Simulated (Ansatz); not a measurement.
# Ge2H3: the cost of one run

Computed with Ansatz 0.2.0, Gaussian basis. Level: cc-pVTZ, core rule «outside noble gas», up to 28 orbitals frozen.

The runs, in order: UHF; CCSD(T) on ROHF; CCSD(T) on UHF; BCCD(T) on ROHF; CCSDT(Q) on ROHF; CCSDT(Q) on UHF; CASSCF and NEVPT2, 11 electrons in 11 orbitals.

5 further runs of the same task are left out: 5 set aside as unsound or not needed.

## Step 1: The geometry

The geometry is a PBE0/def2-TZVP stationary point (not a proven minimum). No spin-orbit coupling is included. The filled d shell of Ge may be among the frozen orbitals whatever the setting's name suggests; the logs give the count.

5 atoms, charge 0, spin multiplicity 2.

Atoms are counted from 1 here; the program's logs count them from 0.

Bond lengths: Ge1–Ge2 2.489 Å, Ge1–H3 1.550 Å, Ge1–H4 1.544 Å, Ge1–H5 1.544 Å. Angles: Ge2–Ge1–H3 104.2°, Ge2–Ge1–H4 115.6°, Ge2–Ge1–H5 115.6°, H3–Ge1–H4 106.7°, H3–Ge1–H5 106.7°, H4–Ge1–H5 107.3°.

## Step 2: UHF

Contents of in.yaml:

```yaml
crystal:
  periodic: [false, false, false]
  atoms:
    - {symbol: Ge, position_ang: [-0.001989, 0.000001, 1.207499]}
    - {symbol: Ge, position_ang: [-0.001381, -0.000001, -1.281547]}
    - {symbol: H, position_ang: [1.500233, -0.000013, 1.588157]}
    - {symbol: H, position_ang: [-0.628647, 1.243483, 1.874144]}
    - {symbol: H, position_ang: [-0.628670, -1.243469, 1.874145]}
basis:
  gaussian: {orbitals: cc-pVTZ}
magnetization: {spin_polarized: true, initial_magnetization: 1}
hamiltonian: {xc: hf}
output: {orbitals: {seedname: orbitals}}
```

Run with:

```sh
$ ansatz run in.yaml --threads 1 --pin off --events-out ev --progress --plain --max-ram 4096MiB --backend cpu
```

Q: Estimate wall time and peak memory on 1 thread of AMD EPYC 7R13, shared host.

About 28 s, with a peak of 0.35 GiB.
